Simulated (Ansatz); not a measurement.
# FeOs: the cost of one run

Method: DFT PBE, scalar-relativistic, plane waves, PAW, in Ansatz 0.2.0.

## Step 1: The structure to begin with

Symmetry: P2_13, No. 198, cubic system. The conventional cell has a = 4.470 Å, b = 4.470 Å, c = 4.470 Å, α = 90.00°, β = 90.00°, γ = 90.00°. Fe (site symmetry 3) has 7 Os at 2.24 to 2.52 Å as nearest neighbours. Os (site symmetry 3) is surrounded by 7 Fe at 2.24 to 2.52 Å.

Structure file:

```cif
data_structure
_symmetry_space_group_name_H-M 'P 1'
_symmetry_Int_Tables_number 1
_cell_length_a 4.4697
_cell_length_b 4.4697
_cell_length_c 4.4697
_cell_angle_alpha 90.000
_cell_angle_beta 90.000
_cell_angle_gamma 90.000
_cell_volume 89.29
loop_
_atom_site_label
_atom_site_type_symbol
_atom_site_fract_x
_atom_site_fract_y
_atom_site_fract_z
_atom_site_occupancy
Fe1 Fe 0.13400 0.13400 0.13400 1
Fe2 Fe 0.36600 0.86600 0.63400 1
Fe3 Fe 0.63400 0.36600 0.86600 1
Fe4 Fe 0.86600 0.63400 0.36600 1
Os1 Os 0.84450 0.84450 0.84450 1
Os2 Os 0.65550 0.15550 0.34450 1
Os3 Os 0.34450 0.65550 0.15550 1
Os4 Os 0.15550 0.34450 0.65550 1
```

(A quick probe on a coarse mesh, which set the mesh and smearing, is not shown.)

## Step 3: Coarse relaxation

Contents of input.yaml:

```yaml
crystal:
  lattice:
    - [4.4696664254, 0.0, 0.0]
    - [0.0, 4.4696664254, 0.0]
    - [0.0, 0.0, 4.4696664254]
  atoms:
    - { symbol: Fe, position: [0.134, 0.134, 0.134], spin: 0.71 }
    - { symbol: Fe, position: [0.366, 0.866, 0.634], spin: 0.71 }
    - { symbol: Fe, position: [0.634, 0.366, 0.866], spin: 0.71 }
    - { symbol: Fe, position: [0.866, 0.634, 0.366], spin: 0.71 }
    - { symbol: Os, position: [0.8445, 0.8445, 0.8445] }
    - { symbol: Os, position: [0.6555, 0.1555, 0.3445] }
    - { symbol: Os, position: [0.3445, 0.6555, 0.1555] }
    - { symbol: Os, position: [0.1555, 0.3445, 0.6555] }
basis:
  ecutwfc: 420
kpoints:
  mp_grid: { grid: [4, 4, 4] }
hamiltonian:
  xc: pbe
scf:
  occupations: { method: gaussian, width: 0.1 }
  lower_state_search: "off"
output:
  forces: true
  stress: true
  eigenvalues: true
  populations: true
magnetization:
  spin_polarized: true
relax:
  adjacent_minimum: "off"
  f_tol: 0.04
  max_steps: 70
  cell: { stress_tol: 0.4 }
```

Run with:

```console
> ansatz run input.yaml --threads 1 --pin off --max-ram 2560MiB --backend cpu --events-out ev --progress --plain --runs-dir out
```

Q: Estimate wall time and peak memory on 1 thread of Arm Neoverse V2, shared host.

About 3.1 min, with a peak of 0.45 GiB.
